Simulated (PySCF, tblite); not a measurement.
**C9H10: geometry, infrared bands, NMR shifts and electronic excitations**

Wanted: the infrared bands, NMR shifts and electronic excitations of C9H10 (`C#CC#CCC(=C)CC`), by calculation.

The runs use tblite 0.8.0 and PySCF 2.14.0, with density-fitted response routines of our own; the level of theory stands in each step. All values are computed, except where a source is named. Atoms are numbered from 0 throughout.

## 1. The molecule as given

19 atoms, charge 0, multiplicity 1; geometry from: force field or distance geometry start.

Bonds of the start (Å): C0–C1 1.22, C1–C2 1.52, C2–C3 1.22, C3–C4 1.46, C4–C5 1.51, C5–C6 1.35, C5–C7 1.51, C7–C8 1.53, C0–H9 1.05, C4–H10 1.10, C4–H11 1.10, C6–H12 1.08, C6–H13 1.08, C7–H14 1.10, C7–H15 1.09, C8–H16 1.09, C8–H17 1.09, C8–H18 1.10.

## 2. Relaxing the molecule with GFN2-xTB

The job: settings as JSON, then the geometry in Å.

```
{"job": {"kind": "relax", "xc": "GFN2-xTB", "basis": "xTB"}, "charge": 0, "multiplicity": 1}
C      4.775700    -1.741500     0.437900
C      3.739000    -1.195300     0.108600
C      2.440100    -0.512100    -0.289100
C      1.405500     0.037400    -0.620300
C      0.154500     0.686200    -1.002800
C     -0.732400     0.939000     0.189600
C     -0.947000     2.188000     0.647800
C     -1.354800    -0.255100     0.869400
C     -2.457600    -0.897000     0.028100
H      5.670800    -2.217400     0.728100
H      0.391000     1.629800    -1.518300
H     -0.382300     0.075000    -1.745000
H     -0.501200     3.055300     0.192200
H     -1.576700     2.368800     1.511600
H     -1.793300     0.041200     1.834100
H     -0.597200    -1.008000     1.105800
H     -2.932800    -1.707500     0.586300
H     -2.071100    -1.316800    -0.905400
H     -3.240000    -0.160800    -0.218100
```

Launch:

```
OMP_NUM_THREADS=1 python probes_run.py task.json out
```

One launch serves the whole session: the jobs run in the order shown.

**Question.** This job is followed by: GFN2-xTB harmonic vibrations, gas phase; PBE0-D3(BJ)/def2-SVP geometry optimisation, gas phase; GIAO PBE0/pcSseg-1 NMR shielding, non-relativistic, gas phase; TDDFT B3LYP/def2-SVPD, vertical, gas phase, core orbitals frozen in the response; GIAO HF/pcSseg-1 NMR shielding, non-relativistic, gas phase. What will the session give for the following? strongest single infrared mode (GFN2-xTB); zero-point energy (GFN2-xTB); point group; rotational constants (main isotopes); 13C shifts against TMS (PBE0/pcSseg-1); 1H shifts against TMS (PBE0/pcSseg-1, means over atoms taken as alike); lowest singlet (B3LYP/def2-SVPD); brightest single state of those computed; lowest triplet; vertical ionisation energy (ΔSCF); range of the shift of C4.

**Answer**, as computed:

| quantity | value |
| --- | --- |
| strongest single infrared mode (GFN2-xTB) | 2354 cm⁻¹, 69 km/mol |
| zero-point energy (GFN2-xTB) | 95.9 kcal/mol |
| point group | C1 |
| rotational constants (main isotopes) | 3.00, 0.74, 0.66 GHz |
| 13C shifts against TMS (PBE0/pcSseg-1) | 154.5, 120.0, 77.3, 73.9, 72.6, 70.3, 32.0, 27.4, 14.1 ppm |
| 1H shifts against TMS (PBE0/pcSseg-1, means over atoms taken as alike) | 5.17, 5.04, 3.09, 2.31, 1.67, 1.04 ppm |
| lowest singlet (B3LYP/def2-SVPD) | 4.61 eV (269 nm), f = 0.000 |
| brightest single state of those computed | state 6, 6.13 eV, f = 0.032 |
| lowest triplet | 3.76 eV |
| vertical ionisation energy (ΔSCF) | 8.81 eV |
| range of the shift of C4 | 21.8 to 27.4 ppm |

In words: The optimisation took 68 steps and gained 0.544 eV; among the close pairs (by a distance rule), C1–C2 changed most, from 1.521 to 1.359 Å (GFN2-xTB). All 51 modes are real, so the xTB geometry is a minimum. The strongest single mode, at 2354 cm⁻¹, moves mainly C2 and C3. GFN2-xTB is a fitted tight-binding method: band positions and strengths are rough. Its intensities can rank the bands wrongly. Relaxing lowered the energy by 0.107 eV in 9 steps; the close pair that moved most is C0–H9, from 1.048 to 1.074 Å (PBE0/def2-SVP). No frequency check was run at this level, so the end point may be a saddle. C5 (fully substituted alkene carbon) lies farthest downfield among carbon, at 154.5 ppm; as expected for a trigonal carbon in a double bond. At PBE0/pcSseg-1: The widest tensor belongs to C3: span 291 ppm, with a paramagnetic part of -158 ppm. The first singlet state (HOMO→LUMO 0.75, HOMO−1→LUMO+1 0.17) lies at 4.61 eV and is dark; of the 10 states computed, the strongest absorption comes from state 6 at 6.13 eV. The lowest triplet lies 0.85 eV below the lowest singlet (triplets in Tamm-Dancoff, singlets in full TDDFT). ΔSCF puts the ionisation energy at 8.81 eV, 1.86 eV above −ε(HOMO). In ppm, C4 moves most: its shift spreads over 5.7 ppm, from 21.8 (HF/pcSseg-1) to 27.4 (PBE0/pcSseg-1).
